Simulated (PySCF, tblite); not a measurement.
**C₅H₈NP: geometry, infrared bands and NMR shifts**

Wanted: the infrared bands and NMR shifts of C₅H₈NP (`C/C=P/CCC#N`), by calculation.

The runs use tblite 0.8.0 and PySCF 2.14.0, with density-fitted response routines of our own; the level of theory stands in each step. All values are computed, except where a source is named. Atoms count from 0, in the outputs and in this text.

### 1 The starting structure

15 atoms, charge 0, multiplicity 1; geometry from: force field or distance geometry start.

Bonds of the start (Å): C0–C1 1.52, C1–P2 1.71, P2–C3 1.90, C3–C4 1.53, C4–C5 1.47, C5–N6 1.16, C0–H7 1.10, C0–H8 1.09, C0–H9 1.08, C1–H10 1.10, C3–H11 1.08, C3–H12 1.11, C4–H13 1.09, C4–H14 1.10.

### 2 Geometry optimisation with GFN2-xTB

What the job is given:

```
{"job": {"kind": "relax", "xc": "GFN2-xTB", "basis": "xTB"}, "charge": 0, "multiplicity": 1}
C      3.203000    -0.518700     0.118400
C      1.750700    -0.083700     0.142200
P      0.376100    -1.001700    -0.302300
C     -0.970600     0.291800     0.043500
C     -2.365400    -0.249700    -0.259000
C     -3.379700     0.775500     0.021500
N     -4.161700     1.598200     0.254600
H      3.612000    -0.441600     1.134200
H      3.305400    -1.541900    -0.248600
H      3.746200     0.165900    -0.524400
H      1.572900     0.936300     0.514100
H     -0.768500     1.179800    -0.540700
H     -0.913800     0.573800     1.118600
H     -2.573600    -1.147400     0.322500
H     -2.437400    -0.528800    -1.320200
```

The run is started by

```console
$ OMP_NUM_THREADS=1 python probes_run.py task.json out
```

This one command runs all jobs of the session in turn.

**Question.** This job is followed by: GFN2-xTB harmonic vibrations, gas phase; GIAO PBE0/pcSseg-1 NMR shielding, non-relativistic, gas phase. Predict these results of the whole session: strongest single infrared mode (GFN2-xTB); zero-point energy (GFN2-xTB); 13C shifts against TMS (PBE0/pcSseg-1); 1H shifts against TMS (PBE0/pcSseg-1, means over atoms taken as alike); 31P shifts against H3PO4 (PBE0/pcSseg-1); 15N shifts against NH3 (PBE0/pcSseg-1).

As calculated:

```
                                                              quantity                               value
                             strongest single infrared mode (GFN2-xTB)               2412 cm⁻¹, 232 km/mol
                                          zero-point energy (GFN2-xTB)                       73.0 kcal/mol
                                13C shifts against TMS (PBE0/pcSseg-1)  209.3, 124.4, 31.5, 26.2, 15.8 ppm
1H shifts against TMS (PBE0/pcSseg-1, means over atoms taken as alike)          9.45, 2.52, 2.46, 2.32 ppm
                              31P shifts against H3PO4 (PBE0/pcSseg-1)                           278.2 ppm
                                15N shifts against NH3 (PBE0/pcSseg-1)                           298.6 ppm
```

In words: The optimisation took 50 steps and gained 0.119 eV; among the close pairs (by a distance rule), C1–P2 changed most, from 1.712 to 1.672 Å. The lowest mode is slightly imaginary (8i cm⁻¹), a soft motion within the noise of the Hessian, so the minimum is not strictly shown. The strongest single mode, at 2412 cm⁻¹, moves mainly C5 and N6. GFN2-xTB is a fitted tight-binding method: band positions and strengths are rough. Its intensities can rank the bands wrongly. At PBE0/pcSseg-1: The largest span, 719 ppm, is at P2, where the paramagnetic term is -930 ppm.
